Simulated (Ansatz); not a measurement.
# MeOH on Ru (001)

The task, for Ru: adsorb MeOH from several starts and take the binding apart.

Method: DFT PBE+D3(BJ), scalar-relativistic, plane waves, PAW, in Ansatz 0.2.0.

2 further runs of the same task are left out: 2 set aside as unsound or not needed.

## (1) The system as given

Symmetry: P3m1, No. 156, trigonal system. Conventional cell: a = 2.698 Å, b = 2.698 Å, c = 22.399 Å, α = 90.00°, β = 90.00°, γ = 120.00°. Around Ru (site symmetry 3m) lie 9 Ru at 2.64 to 2.70 Å. Around Ru (site symmetry 3m) lie 12 Ru at 2.64 to 2.70 Å. Around Ru (site symmetry 3m) lie 12 Ru at 2.59 to 2.70 Å. Around Ru (site symmetry 3m) lie 9 Ru at 2.59 to 2.70 Å.

As a file:

```
Ru
1.0
     5.39519    0.00000    0.00000
    -2.69759    4.67237    0.00000
     0.00000    0.00000   22.39873
Ru
16
Direct
  0.33333 0.16667 0.35716
  0.33333 0.66667 0.35716
  0.83333 0.16667 0.35716
  0.83333 0.66667 0.35716
  0.16667 0.33333 0.45239
  0.16667 0.83333 0.45239
  0.66667 0.33333 0.45239
  0.66667 0.83333 0.45239
  0.33333 0.16667 0.54825
  0.33333 0.66667 0.54825
  0.83333 0.16667 0.54825
  0.83333 0.66667 0.54825
  0.16667 0.33333 0.64051
  0.16667 0.83333 0.64051
  0.66667 0.33333 0.64051
  0.66667 0.83333 0.64051
```

Miller indices refer to the conventional cell of the relaxed bulk, P6_3/mmc (No. 194): a = 2.698 Å, b = 2.698 Å, c = 4.266 Å, α = 90.00°, β = 90.00°, γ = 120.00°.

It is a (001) slab, 6.4 Å thick as cut, with 16 Å of vacuum, in a 2×2 surface cell; its outer planes are Ru (top) and Ru (bottom). An earlier relaxation, lower half held, gave -94057.9423 eV, work function 4.97 eV (top face), 5.00 eV (bottom face), dipole along +c 0.005 e·Å per cell.

## (2) MeOH, upright, over a bridge (Ru-Ru) site

Contents of input.yaml:

```yaml
crystal:
  lattice:
    - [5.3951895498, 0.0, 0.0]
    - [-2.6975947749, 4.6723712083, 0.0]
    - [0.0, 0.0, 27.088926996]
  atoms:
    - { symbol: Ru, position: [0.3333333333, 0.1666666667, 0.2953236206] }
    - { symbol: Ru, position: [0.3333333333, 0.6666666667, 0.2953236206] }
    - { symbol: Ru, position: [0.8333333333, 0.1666666667, 0.2953236206] }
    - { symbol: Ru, position: [0.8333333333, 0.6666666667, 0.2953236206] }
    - { symbol: Ru, position: [0.1666666667, 0.3333333333, 0.3740609216] }
    - { symbol: Ru, position: [0.1666666667, 0.8333333333, 0.3740609216] }
    - { symbol: Ru, position: [0.6666666667, 0.3333333333, 0.3740609216] }
    - { symbol: Ru, position: [0.6666666667, 0.8333333333, 0.3740609216] }
    - { symbol: Ru, position: [0.3333333333, 0.1666666667, 0.453324409] }
    - { symbol: Ru, position: [0.3333333333, 0.6666666667, 0.453324409] }
    - { symbol: Ru, position: [0.8333333333, 0.1666666667, 0.453324409] }
    - { symbol: Ru, position: [0.8333333333, 0.6666666667, 0.453324409] }
    - { symbol: Ru, position: [0.1666666667, 0.3333333333, 0.5296137965] }
    - { symbol: Ru, position: [0.1666666667, 0.8333333333, 0.5296137965] }
    - { symbol: Ru, position: [0.6666666667, 0.3333333333, 0.5296137965] }
    - { symbol: Ru, position: [0.6666666667, 0.8333333333, 0.5296137965] }
    - { symbol: C, position: [0.4501720418, 0.8439477676, 0.6705643776] }
    - { symbol: O, position: [0.5736534153, 0.8830450432, 0.6237555837] }
    - { symbol: H, position: [0.3594231416, 0.9874629721, 0.6754372173] }
    - { symbol: H, position: [0.6170157437, 0.8967711884, 0.6990631069] }
    - { symbol: H, position: [0.2788073125, 0.6174356385, 0.6754372173] }
    - { symbol: H, position: [0.4166666667, 0.8333333333, 0.5997531564] }
basis:
  ecutwfc: 420
kpoints:
  mp_grid: { grid: [4, 4, 1] }
hamiltonian:
  xc: pbe
  dispersion: d3bj
scf:
  occupations: { method: gaussian, width: 0.1 }
output:
  forces: true
  eigenvalues: true
  write_density: true
  write_potential: true
  elf: true
  volumetric_format: npy
relax:
  adjacent_minimum: "off"
  f_tol: 0.04
  max_steps: 100
  constraints: [{ sites: [0, 1, 2, 3, 4, 5, 6, 7] }]
efield:
  axis: 3
  dipole_correction: true
  ramp_width: 0.04
```

The run is started by

```bash
ansatz run input.yaml --threads 4 --pin off --max-ram 10240MiB --backend cpu --events-out ev --progress --plain --runs-dir out
```

The session goes on with these runs: MeOH, flat, over a hollow (nearest Ru) site; the lowest end once more, with its density; the slab alone, frozen as in the lowest end; the molecules alone, frozen as adsorbed.

**Question.** What will these runs give? Wanted: MeOH: lowest end; interaction of the frozen parts; electrons moved above the midplane.

As calculated:

```
                                    quantity                                            value
                            MeOH: lowest end  E_ads -0.75 eV, flat start over hollow Ru-Ru-Ru
             interaction of the frozen parts                                  -0.72 eV a cell
                  cost of deforming the slab                                          0.02 eV
cost of deforming and crowding the molecules                                         -0.05 eV
          electrons moved above the midplane                                           -0.033
```

MeOH binds with 0.75 eV a molecule at best. In all 0.43 electrons are rearranged, and 0.03 cross the midplane towards the slab. The final runs have no spin polarisation, so a magnetic state may lie lower.
